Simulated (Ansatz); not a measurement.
# AlO2: the cost of one run

Computed with Ansatz 0.2.0 (DFT PBE, scalar-relativistic, plane waves, PAW, unless a step's input says otherwise).

1 further run of the same task is left out (it didn't finish).

**1. Starting point**

Symmetry: P-6m2, No. 187, hexagonal system. Conventional cell: a = 2.803 Å, b = 2.803 Å, c = 5.594 Å, α = 90.00°, β = 90.00°, γ = 120.00°. Al (site symmetry -6m2) has 6 O at 1.73 Å as nearest neighbours. O (site symmetry 3m) has 1 O at 1.20 Å and 3 Al at 1.73 Å as nearest neighbours.

Structure file:

```cif
data_structure
_symmetry_space_group_name_H-M 'P 1'
_symmetry_Int_Tables_number 1
_cell_length_a 2.8030
_cell_length_b 2.8030
_cell_length_c 5.5938
_cell_angle_alpha 90.000
_cell_angle_beta 90.000
_cell_angle_gamma 120.000
_cell_volume 38.06
loop_
_atom_site_label
_atom_site_type_symbol
_atom_site_fract_x
_atom_site_fract_y
_atom_site_fract_z
_atom_site_occupancy
Al1 Al 0.33333 0.66667 0.50000 1
O1 O 0.00000 0.00000 0.39233 1
O2 O 0.00000 0.00000 0.60767 1
```

A structure generator made this guess: random cell by space group and Wyckoff sites (P-6m2, No. 187). Lengths come from tabulated atomic sizes and are only a guess.

**2. The guess as it stands, on a coarse mesh**

Input file input.yaml:

```yaml
crystal:
  lattice:
    - [2.80298111, 0.0, 0.0]
    - [-1.40149056, 2.42745285, 0.0]
    - [0.0, 0.0, 5.5938117]
  atoms:
    - { symbol: Al, position: [0.33333333, 0.66666667, 0.5] }
    - { symbol: O, position: [0.0, 0.0, 0.39233067] }
    - { symbol: O, position: [0.0, 0.0, 0.60766933] }
basis:
  ecutwfc: 420
kpoints:
  mp_grid: { grid: [6, 6, 4] }
hamiltonian:
  xc: pbe
scf:
  occupations: { method: gaussian, width: 0.1 }
  lower_state_search: "off"
output:
  forces: true
  stress: true
  eigenvalues: true
```

Started as:

```
$ ansatz run input.yaml --threads 1 --pin off --max-ram 2048MiB --backend cpu --events-out ev --progress --plain --runs-dir out
```

What time and memory should one allow on 1 thread of Arm Neoverse V1, shared host?

About 1.3 s, with a peak of 0.26 GiB.
